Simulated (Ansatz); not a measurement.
# C2H3FSn: small, medium and large basis sets

An exercise on one series of results from a longer session: the logs are not shown, and one member is left open.

Computed with Ansatz 0.2.0, Gaussian basis. Level: one geometry, several basis sets.

The runs, in order: PBE0-D4/def2-SVP; ωB97M-V/def2-SVP; PBE0-D4/def2-QZVPP; ωB97M-V/def2-QZVPP; the functionals' def2-TZVPP values are taken from earlier runs.

1 further run of the same task is left out (for a known fault of the program).

**The geometry**

An earlier PBE0-D4 in a triple-zeta def2 set relaxation fixed the geometry. Sn takes the def2 core potential; no spin-orbit term is included.

SMILES `F[C]1=[CH][SnH2]1`, 7 atoms, charge 0, spin multiplicity 1.

Atoms are counted from 1 here; the program's logs count them from 0.

Bond lengths: F1–C2 1.327 Å, C2–C3 1.320 Å, C2–Sn4 2.082 Å, C3–Sn4 2.121 Å, C3–H5 1.084 Å, Sn4–H6 1.699 Å, Sn4–H7 1.699 Å. Angles: F1–C2–C3 132.5°, F1–C2–Sn4 154.1°, C3–C2–Sn4 73.3°, C2–C3–Sn4 70.1°, C2–C3–H5 136.7°, Sn4–C3–H5 153.3°, C2–Sn4–C3 36.6°, C2–Sn4–H6 120.9°, C2–Sn4–H7 120.9°, C3–Sn4–H6 120.2°, C3–Sn4–H7 120.2°, H6–Sn4–H7 115.2°.

Set-up of the first run:

File in.yaml:

```yaml
crystal:
  periodic: [false, false, false]
  atoms:
    - {symbol: F, position_ang: [0.934348, -1.531265, 1.585198]}
    - {symbol: C, position_ang: [0.445675, -0.729489, 0.647623]}
    - {symbol: C, position_ang: [0.477930, -0.774924, -0.671581]}
    - {symbol: Sn, position_ang: [-0.578149, 0.950343, -0.033032]}
    - {symbol: H, position_ang: [0.885877, -1.435249, -1.427863]}
    - {symbol: H, position_ang: [-2.276831, 0.977989, -0.076911]}
    - {symbol: H, position_ang: [0.172349, 2.474693, -0.069132]}
basis:
  gaussian: {orbitals: def2-SVP}
hamiltonian: {xc: pbe0, dispersion: d4}
output: {orbitals: {seedname: orbitals}}
```

Launch:

```bash
> ansatz run in.yaml --threads 2 --pin off --events-out ev --progress --plain --max-ram 4352MiB
```

Steps of the session up to this table: PBE0-D4 in def2-SVP; ωB97M-V in def2-SVP; PBE0-D4 in def2-QZVPP; ωB97M-V in def2-QZVPP.

One table of the session follows, with a row left open; its other results are not shown here.

It belongs to the step «Functionals by basis». 

```
functional       basis  HOMO (eV)
   PBE0-D4    def2-SVP      -7.13
   PBE0-D4  def2-TZVPP      -7.20
   PBE0-D4  def2-QZVPP      -7.22
   ωB97M-V    def2-SVP          ?
   ωB97M-V  def2-TZVPP      -9.30
   ωB97M-V  def2-QZVPP      -9.32
```

**Question.** Estimate the row for ωB97M-V, def2-SVP.

The run gave: HOMO (eV): -9.20. In the column «HOMO (eV)» it lies between ωB97M-V, def2-TZVPP (-9.30) and PBE0-D4, def2-QZVPP (-7.22).
